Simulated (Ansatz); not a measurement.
## CH4OSi, SMILES CO[SiH]: the interaction energy of a dimer with the counterpoise correction, step by step

With Ansatz 0.2.0 through its Python package.

The cells in order, each with its output:

```python
import ansatz as az
```

```python
FIRST = [
    ("C", (-0.5173, 0.3747, -0.37)),
    ("O", (-0.5758, -0.7725, 0.3931)),
    ("Si", (0.7624, -1.1714, 1.2395)),
    ("H", (-1.473, 0.5327, -0.8591)),
    ("H", (0.1907, 0.3637, -1.1929)),
    ("H", (-0.3999, 1.3183, 0.2446)),
    ("H", (2.0131, -0.6457, 0.5446)),
]
SECOND = [
    ("C", (-1.5115, 3.1318, 2.6715)),
    ("O", (-1.8129, 4.4467, 2.3853)),
    ("Si", (-1.9818, 5.4634, 3.6518)),
    ("H", (-1.4066, 2.5752, 1.746)),
    ("H", (-2.2689, 2.5775, 3.2172)),
    ("H", (-0.4952, 2.9977, 3.1523)),
    ("H", (-2.454, 4.7067, 4.8878)),
]
```

```python
def energy(atoms, ghosts=()):
    molecule = az.Crystal.molecule()
    for symbol, xyz in atoms:
        molecule = molecule.atom(symbol, xyz)
    calc = (
        molecule.calculation()
        .basis(gaussian="cc-pVDZ")
        .correlation("mp2")
    )
    deck = calc.input()
    if ghosts:
        deck = deck.set(az.key.basis.gaussian.ghost_atoms, [{"symbol": s, "position_ang": list(xyz)} for s, xyz in ghosts])
    return az.Session.from_dict(deck).plan().execute().report["free_energy_ev"]
```

```python
# ghost atoms carry the functions of the partner
both = energy(FIRST + SECOND)
alone = energy(FIRST) + energy(SECOND)
ghosted = energy(FIRST, SECOND) + energy(SECOND, FIRST)
print(f"dimer {both:.6f} eV")
print(f"interaction, uncorrected   {23.060548 * (both - alone):8.3f} kcal/mol")
print(f"interaction, counterpoise  {23.060548 * (both - ghosted):8.3f} kcal/mol")
print(f"basis-set superposition    {23.060548 * (alone - ghosted):8.3f} kcal/mol")
```

    dimer -22006.487342 eV
    interaction, uncorrected     -0.099 kcal/mol
    interaction, counterpoise     0.240 kcal/mol
    basis-set superposition       0.338 kcal/mol

Uncorrected it is -0.099 kcal/mol, with the counterpoise correction 0.240 kcal/mol; the difference, 0.34 kcal/mol, is the superposition error. The sign changes with the correction, so this basis doesn't settle it.

Total energies depend on the basis set; only differences at equal settings carry meaning. The dimer is a generated trial pose of unrelaxed monomers, not a minimum, so the figure is no binding energy, and the basis set is small. Hardware and time: 7.1 s on 1 thread of Arm Neoverse V2, with other jobs on the host, peak memory 0.35 GiB.
